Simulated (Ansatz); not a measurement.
# BClF₂ (SMILES FB(F)Cl): one structure at several levels

An exercise on one series of results from a longer session: the logs are not shown, and one member is left open.

Program: Ansatz 0.2.0, Gaussian basis. Level of theory: single points in def2-TZVPP. These are calculated values, not measurements.

Cores are frozen in the correlated methods.

## Where the work starts

SMILES `FB(F)Cl`, 4 atoms, charge 0, spin multiplicity 1.

Atoms are counted from 1 here; the program's logs count them from 0.

Bond lengths: F1–B2 1.243 Å, B2–F3 1.274 Å, B2–Cl4 1.888 Å. Angles: F1–B2–F3 111.7°, F1–B2–Cl4 120.8°, F3–B2–Cl4 124.8°.

As a file:

```tsv
atom	x (Å)	y (Å)	z (Å)
F1	-0.21510	-1.24950	-0.46850
B2	-0.13990	-0.10690	0.01570
F3	-0.99800	0.68040	-0.50060
Cl4	1.40140	0.44470	0.95700
```

Set-up of the first run:

Input file run/in.yaml:

```yaml
crystal:
  periodic: [false, false, false]
  atoms:
    - {symbol: F, position_ang: [-0.215100, -1.249500, -0.468500]}
    - {symbol: B, position_ang: [-0.139900, -0.106900, 0.015700]}
    - {symbol: F, position_ang: [-0.998000, 0.680400, -0.500600]}
    - {symbol: Cl, position_ang: [1.401400, 0.444700, 0.957000]}
basis:
  gaussian: {orbitals: def2-TZVPP}
correlation: {method: ccsd_t}
output: {forces: true}
```

The command line of these runs was not kept.

Among the steps run: CCSD(T)/def2-TZVPP; PBE0-D4/def2-TZVPP; wB97M-V/def2-TZVPP; r2SCAN-D4/def2-TZVPP; PBE-D4/def2-TZVPP; HSE06-D4/def2-TZVPP; B97M-V/def2-TZVPP.

One table of the session follows, with a row left open; its other results are not shown here.

```
   method  RMS force component (eV/Å)  angle to CCSD(T) forces (°)  dipole (D)
  CCSD(T)                       2.202                    reference        0.53
  PBE0-D4                       2.077                          2.0        0.55
  wB97M-V                       2.168                          0.5        0.57
r2SCAN-D4                           ?                            ?           ?
   PBE-D4                       2.309                          5.1        0.54
 HSE06-D4                       2.075                          2.0        0.55
   B97M-V                       2.020                          3.5        0.58
```

Estimate the missing values for r2SCAN-D4.

As computed: RMS force component (eV/Å): 2.131; angle to CCSD(T) forces (°): 0.6; dipole (D): 0.58. In the column «RMS force component (eV/Å)» it lies between PBE0-D4 (2.077) and wB97M-V (2.168).
